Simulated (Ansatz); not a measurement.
# CdS (Greenockite): a point defect seen from the nuclei (N on an S site)

Wanted: the field gradients around N on an S site in CdS (Greenockite), cell charge -1, before and after the neighbours move. The cell is a supercell built from a COD entry. Planned: a single point, then a relaxation.

Program: Ansatz 0.2.0. Level of theory: DFT, PBE, plane-wave PAW, default files, scalar-relativistic. These are calculated values, not measurements.

1 further run of the same task is left out (it didn't finish).

## 1. The structure to begin with

It takes space group P3m1 (No. 156, trigonal). The conventional cell has a = 8.300 Å, b = 8.300 Å, c = 13.474 Å, α = 90.00°, β = 90.00°, γ = 120.00°. Around Cd (site symmetry 3m) lie 1 N at 2.53 Å and 3 S at 2.54 Å. Cd (site symmetry 3m) is surrounded by 4 S at 2.53 to 2.54 Å. Cd (site symmetry m) is surrounded by 4 S at 2.53 to 2.54 Å. Cd (site symmetry m) is surrounded by 3 S at 2.53 to 2.54 Å and 1 N at 2.54 Å. Only part of the 16 independent sites is listed.

As a file:

```
Cd N S
1.0
     8.30000    0.00000    0.00000
    -4.15000    7.18801    0.00000
     0.00000    0.00000   13.47400
Cd N S
16 1 15
Direct
  0.16667 0.33333 0.00000
  0.16667 0.33333 0.50000
  0.16667 0.83333 0.00000
  0.16667 0.83333 0.50000
  0.66667 0.33333 0.00000
  0.66667 0.33333 0.50000
  0.66667 0.83333 0.00000
  0.66667 0.83333 0.50000
  0.33333 0.16667 0.25000
  0.33333 0.16667 0.75000
  0.33333 0.66667 0.25000
  0.33333 0.66667 0.75000
  0.83333 0.16667 0.25000
  0.83333 0.16667 0.75000
  0.83333 0.66667 0.25000
  0.83333 0.66667 0.75000
  0.16667 0.33333 0.18750
  0.16667 0.33333 0.68750
  0.16667 0.83333 0.18750
  0.16667 0.83333 0.68750
  0.66667 0.33333 0.18750
  0.66667 0.33333 0.68750
  0.66667 0.83333 0.18750
  0.66667 0.83333 0.68750
  0.33333 0.16667 0.43750
  0.33333 0.16667 0.93750
  0.33333 0.66667 0.43750
  0.33333 0.66667 0.93750
  0.83333 0.16667 0.43750
  0.83333 0.16667 0.93750
  0.83333 0.66667 0.43750
  0.83333 0.66667 0.93750
```

Atom 17 of the input is the impurity.

## 2. Gradients at the starting positions

File input.yaml:

```yaml
crystal:
  lattice:
    - [8.3, 0.0, 0.0]
    - [-4.15, 7.1880108514, 0.0]
    - [0.0, 0.0, 13.474]
  atoms:
    - { symbol: Cd, position: [0.1666666666, 0.3333333334, 0.0] }
    - { symbol: Cd, position: [0.1666666666, 0.3333333334, 0.5] }
    - { symbol: Cd, position: [0.1666666666, 0.8333333334, 0.0] }
    - { symbol: Cd, position: [0.1666666666, 0.8333333334, 0.5] }
    - { symbol: Cd, position: [0.6666666666, 0.3333333334, 0.0] }
    - { symbol: Cd, position: [0.6666666666, 0.3333333334, 0.5] }
    - { symbol: Cd, position: [0.6666666666, 0.8333333334, 0.0] }
    - { symbol: Cd, position: [0.6666666666, 0.8333333334, 0.5] }
    - { symbol: Cd, position: [0.3333333334, 0.1666666666, 0.25] }
    - { symbol: Cd, position: [0.3333333334, 0.1666666666, 0.75] }
    - { symbol: Cd, position: [0.3333333334, 0.6666666666, 0.25] }
    - { symbol: Cd, position: [0.3333333334, 0.6666666666, 0.75] }
    - { symbol: Cd, position: [0.8333333334, 0.1666666666, 0.25] }
    - { symbol: Cd, position: [0.8333333334, 0.1666666666, 0.75] }
    - { symbol: Cd, position: [0.8333333334, 0.6666666666, 0.25] }
    - { symbol: Cd, position: [0.8333333334, 0.6666666666, 0.75] }
    - { symbol: "N", position: [0.1666666666, 0.3333333334, 0.1875] }
    - { symbol: S, position: [0.1666666666, 0.3333333334, 0.6875] }
    - { symbol: S, position: [0.1666666666, 0.8333333334, 0.1875] }
    - { symbol: S, position: [0.1666666666, 0.8333333334, 0.6875] }
    - { symbol: S, position: [0.6666666666, 0.3333333334, 0.1875] }
    - { symbol: S, position: [0.6666666666, 0.3333333334, 0.6875] }
    - { symbol: S, position: [0.6666666666, 0.8333333334, 0.1875] }
    - { symbol: S, position: [0.6666666666, 0.8333333334, 0.6875] }
    - { symbol: S, position: [0.3333333334, 0.1666666666, 0.4375] }
    - { symbol: S, position: [0.3333333334, 0.1666666666, 0.9375] }
    - { symbol: S, position: [0.3333333334, 0.6666666666, 0.4375] }
    - { symbol: S, position: [0.3333333334, 0.6666666666, 0.9375] }
    - { symbol: S, position: [0.8333333334, 0.1666666666, 0.4375] }
    - { symbol: S, position: [0.8333333334, 0.1666666666, 0.9375] }
    - { symbol: S, position: [0.8333333334, 0.6666666666, 0.4375] }
    - { symbol: S, position: [0.8333333334, 0.6666666666, 0.9375] }
total_charge: -1
kpoints:
  mp_grid: { grid: [3, 3, 2] }
scf:
  occupations: { method: fermi_dirac, width: 0.01 }
hamiltonian:
  xc: pbe
  pseudopotentials: { kind: paw }
output:
  forces: true
  stress: true
  populations: true
  efg:
    quadrupole_moments_barn: { "N": 0.02044, S: -0.0694 }
    contact_densities: true
  write_density: true
  write_potential: true
  elf: true
  volumetric_format: npy
```

Launch:

```sh
$ ansatz run input.yaml --threads 4 --pin off --max-ram 8192MiB --backend cpu --events-out ev --progress --plain --runs-dir out
```

The log of the run:

```text
Warning: RAYON_NUM_THREADS=4 ignored (pool sized by the plan → 4); use --threads N
Cd: output.efg is read without spin–orbit coupling, which moves field gradients at and beside such atoms by some per cent and up to a factor of two; PAW files take it under magnetization.noncollinear and magnetization.spin_orbit
Engine: ansatz 0.2.0, x86_64-unknown-linux-gnu
Pseudopotentials: kind: paw
Pseudopotential: Cd, paw, valence charge 20, recommended cutoff 420 eV (normal), Cd.paw.azcp
Pseudopotential: N, paw, valence charge 5, recommended cutoff 420 eV (normal), N.paw.azcp
Pseudopotential: S, paw, valence charge 6, recommended cutoff 420 eV (normal), S.paw.azcp
Functional definition: PBE
  parameter kappa = 0.804
  parameter beta = 0.06672455060314922
  exchange = pbe_x(kappa = kappa, mu = beta*pi^2/3)
  correlation = pbe_c(beta = beta)
Crystal: 32 atoms, lattice volume = 803.865 Å³
Basis set: ecut = 420 eV, 15669 PW (Γ), exchange–correlation on 120×120×192 points (8 copies of the dense FFT grid, shifted against one another)
Bands: 250, of which v1, the nominal top of the filled ones, is band 208 counted from 1 (207 counted from 0)
Symmetry: 6 space group operations
Space group: P3m1 (ITA 156), of the structure as read, at distance tolerance 9.3e-5 Å
k-points: 6 of 18 (time reversal used)
Non-local potential: Cd, projectors of the file, l = 0: 3, l = 1: 2, l = 2: 2, l = 3: 1
Non-local potential: N, projectors of the file, l = 0: 2, l = 1: 2, l = 2: 1
Non-local potential: S, projectors of the file, l = 0: 2, l = 1: 2, l = 2: 2
PAW form: soft (Blöchl's): semilocal exchange-correlation on the pseudo side does not see the compensation charge
PAW one-centre angular grid: Cd, 590 points (default); XC on 64 Gauss nodes
PAW one-centre angular grid: N, 110 points (default); XC on 64 Gauss nodes
PAW one-centre angular grid: S, 110 points (default); XC on 64 Gauss nodes
Initial density: superposition of atomic densities (neutral atoms scaled as one to the charged cell's electrons: chi_scale 0, normalization atom), corrected by the library's trained network
Initial wavefunctions: pseudopotential atomic-orbital guess
Functional: x = pbe(κ = 0.804, μ = 0.2195149727645171), c = pbe(β = 0.06672455060314922)
SCF iter   1: F=—  HF=-145995.389196 eV  |F-HF|=—  |Δ(HF+E_count)|=         —  Δρ=1.44e-2  dr2=3.02e0  ethr=1.77e-3  ⟨swp⟩=6.0  Hψ=5305  notcnv=0  defer=51
preconditioner: auto → Resta (q_TF=auto, 2.445 Å⁻¹)  ε∞=5.0  [insulator: Δε(μ)=0.536 eV  Ē_g=11.087 eV  σ=0.010 eV  W_gap=1.00  n_scr=196 (ndim 8)  ℏωp=22.2 eV  f_vac=0.135  D(μ)=0.00/eV (n_scr^D=0)  ε∞_Penn≈5.0]
SCF iter   2: F=—  HF=-145994.945485 eV  |F-HF|=—  |Δ(HF+E_count)|=   4.44e-1  Δρ=1.12e-2  dr2=1.31e0  ethr=7.26e-4  ⟨swp⟩=2.5  Hψ=2545  notcnv=0  defer=213
preconditioner: auto → LDOS  [insulator: Δε(μ)=0.551 eV  Ē_g=11.229 eV  σ=0.010 eV  W_gap=0.73  n_scr=196 (ndim 8)  ℏωp=22.2 eV  f_vac=0.134  D(μ)=8.31/eV (n_scr^D=34)  ε∞_Penn≈4.9  β→1.0]
SCF iter   3: F=—  HF=-145994.793372 eV  |F-HF|=—  |Δ(HF+E_count)|=   1.52e-1  Δρ=4.59e-3  dr2=1.64e-1  ethr=3.16e-4  ⟨swp⟩=2.0  Hψ=2542  notcnv=0  defer=212
SCF iter   4: F=—  HF=-145994.753481 eV  |F-HF|=—  |Δ(HF+E_count)|=   3.99e-2  Δρ=9.67e-4  dr2=1.48e-2  ethr=3.95e-5  ⟨swp⟩=2.8  Hψ=2136  notcnv=0  defer=212
SCF iter   5: F=—  HF=-145994.753263 eV  |F-HF|=—  |Δ(HF+E_count)|=   2.18e-4  Δρ=5.83e-4  dr2=8.26e-3  ethr=3.55e-6  ⟨swp⟩=2.7  Hψ=2291  notcnv=0  defer=212
SCF iter   6: F=—  HF=-145994.752301 eV  |F-HF|=—  |Δ(HF+E_count)|=   9.62e-4  Δρ=3.41e-4  dr2=2.09e-3  ethr=1.99e-6  ⟨swp⟩=2.2  Hψ=2121  notcnv=0  defer=212
SCF iter   7: F=—  HF=-145994.752187 eV  |F-HF|=—  |Δ(HF+E_count)|=   1.13e-4  Δρ=1.76e-4  dr2=4.93e-4  ethr=5.02e-7  ⟨swp⟩=2.0  Hψ=2315  notcnv=0  defer=212
SCF iter   8: F=—  HF=-145994.752087 eV  |F-HF|=—  |Δ(HF+E_count)|=   1.00e-4  Δρ=7.65e-5  dr2=8.23e-5  ethr=1.18e-7  ⟨swp⟩=2.0  Hψ=2288  notcnv=0  defer=212
SCF iter   9: F=—  HF=-145994.752173 eV  |F-HF|=—  |Δ(HF+E_count)|=   8.59e-5  Δρ=3.67e-5  dr2=1.34e-5  ethr=1.98e-8  ⟨swp⟩=2.0  Hψ=2076  notcnv=0  defer=212
SCF iter  10: F=—  HF=-145994.752177 eV  |F-HF|=—  |Δ(HF+E_count)|=   4.53e-6  Δρ=1.95e-5  dr2=3.58e-6  ethr=3.22e-9  ⟨swp⟩=2.0  Hψ=2075  notcnv=0  defer=212
SCF iter  11: F=—  HF=-145994.752179 eV  |F-HF|=—  |Δ(HF+E_count)|=   1.85e-6  Δρ=8.63e-6  dr2=1.35e-6  ethr=8.60e-10  ⟨swp⟩=2.0  Hψ=2153  notcnv=0  defer=212
SCF iter  12: F=—  HF=-145994.752179 eV  |F-HF|=—  |Δ(HF+E_count)|=   2.43e-8  Δρ=4.15e-6  dr2=2.22e-7  ethr=3.24e-10  ⟨swp⟩=2.0  Hψ=2148  notcnv=0  defer=212
SCF iter  13: F=-145994.752179 eV  HF=-145994.752179 eV  |F-HF|=1.38e-8  |Δ(HF+E_count)|=   5.31e-8  Δρ=2.20e-6  dr2=5.38e-8  ethr=2.40e-11  ⟨swp⟩=15.3  Hψ=11184  notcnv=0
SCF 1 converged in 13 iterations: F = -145994.752179 eV  dr2 = 5.38e-8
SCF converged after 13 iterations
Free energy (F): -145994.752179 eV
Harris-Foulkes:  -145994.752179 eV  (|F-HF|=1.38e-8)
Internal energy: -145994.749683 eV  (E = F + TS)
E sigma→0 (E₀):  -145994.750931 eV
Entropy (-TS):   -0.002496 eV (-0.078 meV/atom)
Fermi energy:    7.815553 eV
--- Per-component energies (eV) ---
  E_band       = -8217.899282
  E_kinetic    = 9810.364774
  E_local      = -64732.969010  (includes V_loc(G=0)·N_el)
  E_nonlocal   = 1014.183401
  E_hartree    = 29684.655406
  E_xc         = -4348.611445
  E_vxc        = -4938.724649  (∫ρ·V_xc dr)
  E_paw        = -74467.938920  (= ΣΔE_a)
  E_vpaw       = -8740.045557  (= ΣTr[D̂ρ^β])
  E_aug_tail   = 0.000332  (compensation charges beyond the density's cutoff)
  E_ewald      = -42954.434220
  E_smearing   = -0.002496  (= −TS)
  E_closure    = 0.000000  (closes the sum)
  E_deformation_potential = -12.471391  (in the stress; not in F)
  Σ components = -145994.752179   (vs F -145994.752179, Δ=0.00e0)
--- Forces (eV/Å), atoms counted from 1 ---
  atom   1  Cd     0.00000000     0.00000000     2.09880772
  atom   2  Cd    -0.00000000     0.00000000    -0.27379721
  atom   3  Cd     0.04491648     0.02593254     0.09449032
  atom   4  Cd     0.06102670     0.03523378    -0.14824596
  atom   5  Cd     0.00000000    -0.05186509     0.09449032
  atom   6  Cd    -0.00000000    -0.07046756    -0.14824596
  atom   7  Cd    -0.04491648     0.02593254     0.09449032
  atom   8  Cd    -0.06102670     0.03523378    -0.14824596
  atom   9  Cd    -1.60286221     0.92541293    -0.85272817
  atom  10  Cd     0.01797293    -0.01037668     0.06998191
  atom  11  Cd    -0.00000000    -1.85082586    -0.85272817
  atom  12  Cd     0.00000000     0.02075335     0.06998191
  atom  13  Cd     1.60286221     0.92541293    -0.85272817
  atom  14  Cd    -0.01797293    -0.01037668     0.06998191
  atom  15  Cd    -0.00000000    -0.00000000    -0.26128858
  atom  16  Cd     0.00000000    -0.00000000     0.00216121
  atom  17  N      0.00000000     0.00000000    -0.00053320
  atom  18  S      0.00000000     0.00000000     0.07244306
  atom  19  S     -0.04981858    -0.02876277     0.02467514
  atom  20  S     -0.03155392    -0.01821766     0.06705386
  atom  21  S      0.00000000     0.05752554     0.02467514
  atom  22  S      0.00000000     0.03643533     0.06705386
  atom  23  S      0.04981858    -0.02876277     0.02467514
  atom  24  S      0.03155392    -0.01821766     0.06705386
  atom  25  S      0.04929154    -0.02845848     0.30847385
  atom  26  S      0.09671779    -0.05584004    -0.15030866
  atom  27  S      0.00000000     0.05691697     0.30847385
  atom  28  S     -0.00000000     0.11168008    -0.15030866
  atom  29  S     -0.04929154    -0.02845848     0.30847385
  atom  30  S     -0.09671779    -0.05584004    -0.15030866
  atom  31  S      0.00000000    -0.00000000     0.16467166
  atom  32  S      0.00000000    -0.00000000    -0.04268465
  max |Σ_I F_I| component: 4.31e-5 eV/Å
--- Stress (GPa, compression-positive) ---
        0.960881       0.000000      -0.000000
        0.000000       0.960881       0.000000
       -0.000000       0.000000       1.551842
  P = ⅓ Tr σ = 1.1579 GPa (11.579 kbar)
--- PAW observables at the nuclei: V_zz in 10²¹ V/m², potentials from the cell's mean, atoms counted from 1 ---
  atom   1  Cd V_zz =    -0.815675   η = 0.0000   by run symmetry: allowed
            electrostatic potential = -7704.283267 V   contact ρ = 1035906.691535 e/Å³
  atom   2  Cd V_zz =    +0.075922   η = 0.0000   by run symmetry: allowed
            electrostatic potential = -7703.681947 V   contact ρ = 1035902.599498 e/Å³
  atom   3  Cd V_zz =    -1.117113   η = 0.3529   by run symmetry: allowed
            electrostatic potential = -7703.744499 V   contact ρ = 1035902.663671 e/Å³
  atom   4  Cd V_zz =    -0.301362   η = 0.7591   by run symmetry: allowed
            electrostatic potential = -7703.652778 V   contact ρ = 1035903.598476 e/Å³
  atom   5  Cd V_zz =    -1.117113   η = 0.3529   by run symmetry: allowed
            electrostatic potential = -7703.744499 V   contact ρ = 1035902.663674 e/Å³
  atom   6  Cd V_zz =    -0.301362   η = 0.7591   by run symmetry: allowed
            electrostatic potential = -7703.652778 V   contact ρ = 1035903.598472 e/Å³
  atom   7  Cd V_zz =    -1.117113   η = 0.3529   by run symmetry: allowed
            electrostatic potential = -7703.744499 V   contact ρ = 1035902.663671 e/Å³
  atom   8  Cd V_zz =    -0.301362   η = 0.7591   by run symmetry: allowed
            electrostatic potential = -7703.652778 V   contact ρ = 1035903.598476 e/Å³
  atom   9  Cd V_zz =    -0.490076   η = 0.7321   by run symmetry: allowed
            electrostatic potential = -7704.363757 V   contact ρ = 1035906.595684 e/Å³
  atom  10  Cd V_zz =    -1.242795   η = 0.0487   by run symmetry: allowed
            electrostatic potential = -7703.584373 V   contact ρ = 1035903.700924 e/Å³
  atom  11  Cd V_zz =    -0.490076   η = 0.7321   by run symmetry: allowed
            electrostatic potential = -7704.363757 V   contact ρ = 1035906.595672 e/Å³
  atom  12  Cd V_zz =    -1.242795   η = 0.0487   by run symmetry: allowed
            electrostatic potential = -7703.584373 V   contact ρ = 1035903.700924 e/Å³
  atom  13  Cd V_zz =    -0.490076   η = 0.7321   by run symmetry: allowed
            electrostatic potential = -7704.363757 V   contact ρ = 1035906.595684 e/Å³
  atom  14  Cd V_zz =    -1.242795   η = 0.0487   by run symmetry: allowed
            electrostatic potential = -7703.584373 V   contact ρ = 1035903.700924 e/Å³
  atom  15  Cd V_zz =    +0.700431   η = 0.0000   by run symmetry: allowed
            electrostatic potential = -7703.849592 V   contact ρ = 1035902.590545 e/Å³
  atom  16  Cd V_zz =    -0.759995   η = 0.0000   by run symmetry: allowed
            electrostatic potential = -7703.548749 V   contact ρ = 1035903.347313 e/Å³
  atom  17  N  V_zz =    +0.011842   η = 0.0000   by run symmetry: allowed   C_q = +0.0059 MHz
            electrostatic potential = -515.129040 V   contact ρ = 1419.510207 e/Å³
  atom  18  S  V_zz =    -0.253758   η = 0.0000   by run symmetry: allowed   C_q = +0.4258 MHz
            electrostatic potential = -1633.094482 V   contact ρ = 19766.709102 e/Å³
  atom  19  S  V_zz =    -1.220958   η = 0.8866   by run symmetry: allowed   C_q = +2.0489 MHz
            electrostatic potential = -1633.494891 V   contact ρ = 19767.058812 e/Å³
  atom  20  S  V_zz =    -0.260815   η = 0.4132   by run symmetry: allowed   C_q = +0.4377 MHz
            electrostatic potential = -1633.100994 V   contact ρ = 19766.755151 e/Å³
  atom  21  S  V_zz =    -1.220958   η = 0.8866   by run symmetry: allowed   C_q = +2.0489 MHz
            electrostatic potential = -1633.494891 V   contact ρ = 19767.058812 e/Å³
  atom  22  S  V_zz =    -0.260815   η = 0.4132   by run symmetry: allowed   C_q = +0.4377 MHz
            electrostatic potential = -1633.100994 V   contact ρ = 19766.755151 e/Å³
  atom  23  S  V_zz =    -1.220958   η = 0.8866   by run symmetry: allowed   C_q = +2.0489 MHz
            electrostatic potential = -1633.494891 V   contact ρ = 19767.058812 e/Å³
  atom  24  S  V_zz =    -0.260815   η = 0.4132   by run symmetry: allowed   C_q = +0.4377 MHz
            electrostatic potential = -1633.100994 V   contact ρ = 19766.755151 e/Å³
  atom  25  S  V_zz =    -0.957278   η = 0.2901   by run symmetry: allowed   C_q = +1.6064 MHz
            electrostatic potential = -1633.284347 V   contact ρ = 19766.946536 e/Å³
  atom  26  S  V_zz =    -1.012836   η = 0.6161   by run symmetry: allowed   C_q = +1.6996 MHz
            electrostatic potential = -1633.298277 V   contact ρ = 19766.961022 e/Å³
  atom  27  S  V_zz =    -0.957278   η = 0.2901   by run symmetry: allowed   C_q = +1.6064 MHz
            electrostatic potential = -1633.284347 V   contact ρ = 19766.946536 e/Å³
  atom  28  S  V_zz =    -1.012836   η = 0.6161   by run symmetry: allowed   C_q = +1.6996 MHz
            electrostatic potential = -1633.298277 V   contact ρ = 19766.961022 e/Å³
  atom  29  S  V_zz =    -0.957278   η = 0.2901   by run symmetry: allowed   C_q = +1.6064 MHz
            electrostatic potential = -1633.284347 V   contact ρ = 19766.946536 e/Å³
  atom  30  S  V_zz =    -1.012836   η = 0.6161   by run symmetry: allowed   C_q = +1.6996 MHz
            electrostatic potential = -1633.298277 V   contact ρ = 19766.961022 e/Å³
  atom  31  S  V_zz =    -0.216708   η = 0.0000   by run symmetry: allowed   C_q = +0.3637 MHz
            electrostatic potential = -1633.178853 V   contact ρ = 19766.661462 e/Å³
  atom  32  S  V_zz =    +0.460504   η = 0.0000   by run symmetry: allowed   C_q = -0.7728 MHz
            electrostatic potential = -1633.189691 V   contact ρ = 19766.663288 e/Å³
--- Band table (eV; the first three rows and the last of 6) ---
[... 4 lines left out ...]
--- Löwdin populations: 32 sites ---
  site symbol       q [e]
     0     Cd     18.7894
     1     Cd     18.7386
     2     Cd     18.7372
     3     Cd     18.7428
     4     Cd     18.7372
     5     Cd     18.7428
     6     Cd     18.7372
     7     Cd     18.7428
     8     Cd     18.7855
     9     Cd     18.7432
    10     Cd     18.7855
    11     Cd     18.7432
    12     Cd     18.7855
    13     Cd     18.7432
    14     Cd     18.7369
    15     Cd     18.7416
    16      N      6.3382
    17      S      7.0970
    18      S      7.0880
    19      S      7.0976
    20      S      7.0880
    21      S      7.0976
    22      S      7.0880
    23      S      7.0976
    24      S      7.0931
    25      S      7.0911
    26      S      7.0931
    27      S      7.0911
    28      S      7.0931
    29      S      7.0911
    30      S      7.0958
    31      S      7.0957
  spilling = 0.007766 (of n_electrons = 416.000000)
```

Wall time 43 s (4 threads of Intel Xeon Platinum 8375C at 2.90GHz (Ice Lake), shared host); peak memory 4 GiB.

At the end: no gap over 0.1 eV on the mesh, largest force 2.099 eV/Å, pressure 1.2 GPa.

Site by site (atoms counted from 1): 12 of 16, those nearest the defect, the farthest of each element and the two largest gradients.

```tsv
site	atoms	distance from the defect (Å)	V_zz (10²¹ V/m²)	η	C_Q (MHz)
N	17	0.00	0.012	0.00	0.006 (¹⁴N)
Cd1	1	2.53	-0.82	0.00	–
Cd9	9, 11, 13	2.54	-0.49	0.73	–
S25	25, 27, 29	4.13	-0.96	0.29	1.61 (³³S)
S26	26, 28, 30	4.13	-1.01	0.62	1.70 (³³S)
S19	19, 21, 23	4.15	-1.22	0.89	2.05 (³³S)
Cd2	2	4.21	0.076	0.00	–
Cd3	3, 5, 7	4.86	-1.12	0.35	–
Cd15	15	4.87	0.70	0.00	–
Cd10	10, 12, 14	6.36	-1.24	0.05	–
Cd16	16	7.60	-0.76	0.00	–
S20	20, 22, 24	7.91	-0.26	0.41	0.438 (³³S)
```

C_Q = eQV_zz/h, which is 24.18 MHz for Q = 1 b and V_zz = 10²¹ V/m²; η = (V_xx − V_yy)/V_zz. Nuclear quadrupole moments: year-2017 set (Pyykkö). A dash under C_Q marks elements without a common quadrupolar isotope.

Direction of the V_zz axis (Cartesian unit vector):

```tsv
site	atom	x	y	z
Cd1	1	0.00	0.00	1.00
Cd2	2	0.00	0.00	1.00
Cd3	3	-0.13	-0.07	0.99
Cd4	4	-0.50	0.87	0.00
Cd9	9	0.50	0.87	0.00
Cd10	10	0.07	-0.04	1.00
Cd15	15	0.00	0.00	1.00
Cd16	16	0.00	0.00	1.00
S18	18	0.00	0.00	1.00
S19	19	-0.50	0.87	0.00
```

Density in a lattice plane of the grid's cell (edges 8.30 and 13.47 Å, at 0.333 of the third edge), which holds Cd and N and S.

Values in e/Å³, 12 rows by 8 columns:
```
 0.16  0.27  0.17  0.20  0.16  0.27  0.17  0.20
 0.05  0.03  0.03  0.06  0.05  0.03  0.03  0.06
 0.17  0.63  0.41  0.19  0.17  0.63  0.41  0.19
 0.16  0.99  0.91  0.08  0.16  0.99  0.91  0.08
 0.05  0.40  0.23  0.03  0.05  0.40  0.23  0.03
 0.17 16.02  3.98  0.13  0.17 16.02  3.98  0.13
 0.15  0.26  0.16  0.20  0.16  0.27  0.17  0.20
 0.05  0.02  0.03  0.06  0.05  0.03  0.03  0.06
 0.14  0.43  0.25  0.18  0.17  0.63  0.41  0.19
 0.10  2.35  0.86  0.06  0.15  0.99  0.91  0.08
 0.04  0.32  0.18  0.02  0.05  0.40  0.23  0.03
 0.17 16.01  3.98  0.13  0.17 16.02  3.98  0.13
```
Columns run along the first of these edges and rows up along the second, over one cell in 8 and 12 even steps from the bottom left corner. Atoms in the plane (fractional): Cd at (0.17, 0.00), Cd at (0.17, 0.50), Cd at (0.67, 0.00), Cd at (0.67, 0.50), N at (0.17, 0.19), S at (0.17, 0.69), S at (0.67, 0.19), S at (0.67, 0.69).

ELF in the same plane.

Ten even steps from '0' (0.02) to '9' (0.86):
```
42541684254168
41111674111167
10000121000012
11331111133111
18996111899611
49159214916921
49898204989820
14553001455300
12441001244100
14972351497235
42541674254168
41111564111166
10000121000012
11111111133111
16883111899611
29487114916921
28996104989820
02332001455300
12441001244100
14972251497235
```
Columns run along the first of these edges and rows up along the second, over one cell in 14 and 20 even steps from the bottom left corner. Atoms in the plane (fractional): Cd at (0.17, 0.00), Cd at (0.17, 0.50), Cd at (0.67, 0.00), Cd at (0.67, 0.50), N at (0.17, 0.19), S at (0.17, 0.69), S at (0.67, 0.19), S at (0.67, 0.69).

Both are smooth fields of the valence electrons: close to the nuclei they are not physical.

Maxima of ELF outside the ion cores: 0.88 in the shell around S, 0.7 Å from S; 0.85 in the shell around N, 0.7 Å from N.

[end of part 1 of 2]
